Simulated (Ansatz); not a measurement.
Li₃Au, space group I4/mmm, a run that restarts from a saved state

Computed with Ansatz's Python interface.

Typed at the interpreter:
```pycon
>>> import ansatz as az
>>> li3au = (
...     az.Lattice.of([-2.026052, 2.026052, 3.801072], [2.026052, -2.026052, 3.801072], [2.026052, 2.026052, -3.801072])
...     .atom("Li", [0.75, 0.25, 0.5])
...     .atom("Li", [0.25, 0.75, 0.5])
...     .atom("Li", [0.5, 0.5, 0.0])
...     .atom("Au", [0.0, 0.0, 0.0])
... )
>>> setup = (
...     li3au.calculation()
...     .functional("r2SCAN")
...     .pseudopotentials("paw")
...     .basis(550)
...     .occupations("fermi_dirac", width=0.2)
...     .scf(tolerance=1e-06)
... )
>>> coarse = setup.kpoints(*(4, 4, 4)).checkpoint(write="state").run(threads=1).report
>>> warm = setup.kpoints(*(8, 8, 8)).checkpoint(read="state").run(threads=1).report
>>> cold = setup.kpoints(*(8, 8, 8)).run(threads=1).report
>>> for label, summary in (("coarse", coarse), ("fine, from the saved density", warm), ("fine, fresh start", cold)):
...     print(f"{label:30s} F = {summary['free_energy_ev']:.5f} eV  iterations {summary['n_iterations']}")
...
coarse                         F = -13780.52940 eV  iterations 7
fine, from the saved density   F = -13780.52464 eV  iterations 5
fine, fresh start              F = -13780.52464 eV  iterations 7
```

What to keep in mind:
- These settings explore the input space; cutoff and mesh may be short of convergence.
- For a metal this k-point mesh is coarse: on a finer one energies can move by several to tens of meV an atom and pressures by half a GPa or more, differences at one mesh by less.
- The smearing is wide enough that free energy and stress hold a thermal part of the electrons.
- Spin-orbit coupling, which matters for elements this heavy, is left out.
- This cell is a computed structure, which may not be the phase found in nature.
- Timing: 20 s on 1 thread of Arm Neoverse V1, on a shared host, peak memory 0.63 GiB.
